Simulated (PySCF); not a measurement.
# C2H8FNSi: the cost of one run

Computed with PySCF 2.14.0, with density-fitted response routines of our own, on a single molecule in the gas phase. Atoms are numbered from 0 throughout.

### Step 1. The molecule as given

13 atoms, charge 0, multiplicity 1; geometry from: GFN2-xTB. The atoms were then displaced at random by about 0.01 Å, so the start is not that level's minimum.

Bonds of the start (Å): C0–C1 1.54, C1–F2 1.40, C1–Si3 1.88, Si3–N4 1.72, C0–H5 1.06, C0–H6 1.10, C0–H7 1.10, C1–H8 1.08, Si3–H9 1.47, Si3–H10 1.47, N4–H11 1.00, N4–H12 1.02.

### Step 2. Optimising the geometry at PBE0-D3(BJ)/def2-SVP

The job: settings as JSON, then the geometry in Å.

```
{"job": {"xc": "PBE0", "basis": "def2-SVP", "d3": "d3bj", "grid": 1, "shake": 0.01, "kind": "geom"}, "charge": 0, "multiplicity": 1}
C      1.572120    -0.309210     0.589780
C      0.778180     0.210260    -0.626770
F      0.788380     1.611270    -0.628090
Si    -1.019940    -0.338180    -0.682140
N     -1.728780     0.324120     0.741600
H      1.603630    -1.363100     0.549150
H      1.055520     0.010790     1.501410
H      2.577460     0.129160     0.591730
H      1.312390    -0.060910    -1.521770
H     -1.134380    -1.798320    -0.548220
H     -1.621210     0.109500    -1.950750
H     -2.692840     0.180330     0.969820
H     -1.484710     1.277400     1.003940
```

On the command line:

```bash
OMP_NUM_THREADS=1 python probes_run.py task.json out
```

The driver reads the jobs from task.json and runs them one after another.

Q: Estimate the wall time and peak memory of this first job on 1 thread of AMD EPYC 9R45, shared host.

About 13 s, with a peak of 0.49 GiB.
